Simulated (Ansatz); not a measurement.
# ZnO: the cost of one run

Computed with Ansatz 0.2.0 (DFT LDA, scalar-relativistic, plane waves, PAW, unless a step's input says otherwise).

**1. Starting point**

Symmetry: P6_3mc, No. 186, hexagonal system. Conventional cell: a = 3.249 Å, b = 3.249 Å, c = 5.206 Å, α = 90.00°, β = 90.00°, γ = 120.00°. Around Zn (site symmetry 3m) lie 4 O at 1.97 to 1.98 Å. Around O (site symmetry 3m) lie 4 Zn at 1.97 to 1.98 Å.

Coordinates:

```cif
data_structure
_symmetry_space_group_name_H-M 'P 1'
_symmetry_Int_Tables_number 1
_cell_length_a 3.2493
_cell_length_b 3.2493
_cell_length_c 5.2057
_cell_angle_alpha 90.000
_cell_angle_beta 90.000
_cell_angle_gamma 120.000
_cell_volume 47.60
loop_
_atom_site_label
_atom_site_type_symbol
_atom_site_fract_x
_atom_site_fract_y
_atom_site_fract_z
_atom_site_occupancy
Zn1 Zn 0.33333 0.66667 0.50000 1
Zn2 Zn 0.66667 0.33333 0.00000 1
O1 O 0.66667 0.33333 0.37901 1
O2 O 0.33333 0.66667 0.87901 1
```

The structure rests on an entry of the Crystallography Open Database; cell or positions may have been set otherwise for this series.

**2. Relaxing cell and atoms: ZnO, no spin**

The input, input.yaml:

```yaml
crystal:
  lattice:
    - [3.249308, 0.0, 0.0]
    - [-1.624654, 2.8139832727, 0.0]
    - [0.0, 0.0, 5.205709]
  atoms:
    - { symbol: Zn, position: [0.3333333333, 0.6666666667, 0.5] }
    - { symbol: Zn, position: [0.6666666667, 0.3333333333, 0.0] }
    - { symbol: O, position: [0.6666666667, 0.3333333333, 0.37901] }
    - { symbol: O, position: [0.3333333333, 0.6666666667, 0.87901] }
scf:
  occupations: { method: gaussian, width: 0.02 }
output:
  forces: true
  stress: true
  eigenvalues: true
kpoints:
  mp_grid: { grid: [21, 21, 12] }
hamiltonian:
  xc: lda
relax:
  f_tol: 0.005
  adjacent_minimum: "off"
  cell: { stress_tol: 0.02 }
```

On the command line:

```bash
> ansatz run input.yaml --threads 4 --pin off --max-ram 14336MiB --backend cpu --events-out ev --progress --plain --runs-dir out
```

What time and memory should one allow on 4 threads of Arm Neoverse N1, shared host?

About 2.2 min, with a peak of 0.67 GiB.
